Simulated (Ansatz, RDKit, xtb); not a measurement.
# C3H8N2OSi: ranking a sample of isomers

A sample of isomers of C3H8N2OSi is drawn. Aim: find which of them has the lowest free energy at 298.15 K, then its properties. The sample is small against all isomers, and the most stable one of this formula need not be in it.

The funnel: GFN2-xTB relaxations, single points with a density functional, relaxations at B3LYP/def2-SVP, harmonic vibrations (at GFN2-xTB), and a last energy at a higher level. All values are calculated.

### 1 Candidates

Isomers were taken from a list of plausible structures; this is a sample, not all of them. That gives 14 candidates.

| label | SMILES | spin |
| --- | --- | --- |
| c047 | CC(=O)N[SiH2]C=N | singlet |
| c115 | CCO[Si@H](N)C#N | singlet |
| c218 | O=CN1CCN[SiH2]1 | singlet |
| c293 | N[Si@@H]1NCCC1=O | singlet |
| c339 | C=C[Si@H](N)C(N)=O | singlet |
| c386 | C=N[Si@H](C=O)NC | singlet |
| c515 | C=C(C=O)[SiH](N)N | singlet |
| c560 | CO[Si@](C)(N)C#N | singlet |
| c588 | C=CC(=O)N[SiH2]N | singlet |
| c765 | C=CNC(=O)[SiH2]N | singlet |
| c822 | C=N[Si@H](C)C(N)=O | singlet |
| c833 | C#C[Si](N)(N)OC | singlet |
| c856 | N[SiH](N)[C@@H]1C=CO1 | singlet |
| c928 | N[Si@@H]1NCC=CO1 | singlet |

Candidates are built by distance geometry, with a force field where one applies, in up to four conformers (letters a to d).

**Question.** With final energies at CCSD(T)/def2-SVP + MP2/def2-TZVPP - MP2/def2-SVP, which structure will this search put lowest in free energy, and by what margin?

| quantity | value |
| --- | --- |
| lowest structure found | N[Si@@H]1NCC=CO1, singlet |
| next finalist | C=CC(=O)N[SiH2]N, singlet, 16.5 kcal/mol higher in G |
| share at equilibrium, among the finalists | 100.0 % |

`N[Si@@H]1NCC=CO1` comes out lowest. Among the finalists first place is clear (16.5 kcal/mol); structures outside the list aren't covered. GFN2-xTB, HF/STO-3G, r2SCAN-D4/def2-SVP, B3LYP/def2-SVP, HF/def2-SVP and MP2/def2-SVP already put its bonding pattern lowest among the structures in one piece. One minimum inside the window was never screened. The search is not exhaustive (a finite list of starts, one conformer a finalist), so a lower isomer can't be ruled out. Only 14 drawn patterns were tried, so whole families of isomers are missing, and the result ranks this sample alone.
